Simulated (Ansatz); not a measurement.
# AsGa: the cost of one run

Program: Ansatz 0.2.0, Gaussian basis. Level of theory: def2-QZVPP, all electrons in the functionals, frozen cores in the correlation of double hybrids and RPA. These are calculated values, not measurements.

The runs, in order: wB97M-V, B2PLYP, at charge 0, triplet; charge 0, singlet; charge 0, quintet; charge 1, doublet; charge 1, quartet.

10 further runs of the same task are left out: 1 that didn't finish, 9 set aside as unsound or not needed.

## 1. The system

The geometry is a PBE0/def2-TZVP stationary point (not a proven minimum). No spin-orbit coupling is included. The filled d shell of Ga, As may be among the frozen orbitals whatever the setting's name suggests; the logs give the count.

2 atoms, charge 0, spin multiplicity 3.

Atoms are counted from 1 here; the program's logs count them from 0.

Bond lengths: Ga1–As2 2.327 Å.

No dispersion term is added; wB97M-V holds VV10 nonlocal correlation.

The geometry shown and the zero of energy belong to the point charge 0, triplet. The yardstick, RCCSD(T), and other wave-function levels (R restricted, U unrestricted, valence and pair active spaces) come from earlier runs.

## 2. wB97M-V, charge 0, triplet

Contents of in.yaml:

```yaml
crystal:
  periodic: [false, false, false]
  atoms:
    - {symbol: Ga, position_ang: [0.000000, 0.000000, 0.000000]}
    - {symbol: As, position_ang: [0.000000, 0.000000, 2.327300]}
basis:
  gaussian: {orbitals: "def2-QZVPP.json"}
magnetization: {spin_polarized: true, initial_magnetization: 2}
hamiltonian: {xc: {name: wB97M-V}}
output: {orbitals: {seedname: orbitals}}
```

Run with:

```
$ ansatz run in.yaml --threads 1 --pin off --events-out ev --progress --plain --max-ram 2393MiB
```

Q: Estimate wall time and peak memory on 1 thread of Arm Neoverse V2, shared host.

About 2.2 min, with a peak of 0.95 GiB.
